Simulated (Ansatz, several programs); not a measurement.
In3BiP2, ordered on the zincblende lattice (P3m1) with 6 atoms a cell, relaxed with PBE in Ansatz (plane waves, PAW): the symmetry is P3m1 (No. 156, trigonal); conventional cell a = 4.405 Å, c = 10.927 Å, 30.60 Å³ an atom. P has 4 In at 2.57–2.65 Å; P has 4 In at 2.61–2.65 Å; Bi has 4 In at 2.86–2.96 Å; In has 4 P at 2.61–2.65 Å; In has 3 P at 2.65 Å and 1 Bi at 2.96 Å; In has 1 P at 2.57 Å and 3 Bi at 2.86 Å. The cell was then scaled with its shape and fractional coordinates held, which makes it stiffer than a relaxed compression. Computed, not measured; no magnetism was allowed, and whether the structure is a known phase isn't checked.

```csv
V (Å³/atom),E (meV/atom)
28.764,17.93
30.600,0.00
31.518,3.73
32.436,14.10
```

Question: Pass a cubic E = c₀ + c₁u + c₂u² + c₃u³, with u = V − 30.830 Å³, through these points.

Answer: c₀ = 0.24, c₁ = +2.089, c₂ = 4.548, c₃ = -0.2946 (meV and Å³).

Question: Where is the minimum, and what bulk modulus follows?

Answer: dE/du = 0 at u = -0.225, so V₀ = 30.61 Å³. B = V₀ d²E/dV² = 30.61 × (2c₂ + 6c₃u) = 30.61 × 9.493 = 291 meV/Å³, and 1 meV/Å³ is 0.16022 GPa: 47 GPa. A third-order Birch-Murnaghan fit to all five points gives 30.60 Å³ and 46 GPa.

Question: Predict the energy and the pressure at the withheld volume, 29.682 Å³.

Answer: With u = -1.148: E ≈ 4.28 meV and P = −dE/dV ≈ +1.52 GPa. The run gives 4.23 meV and, from its stress, +1.52 GPa.
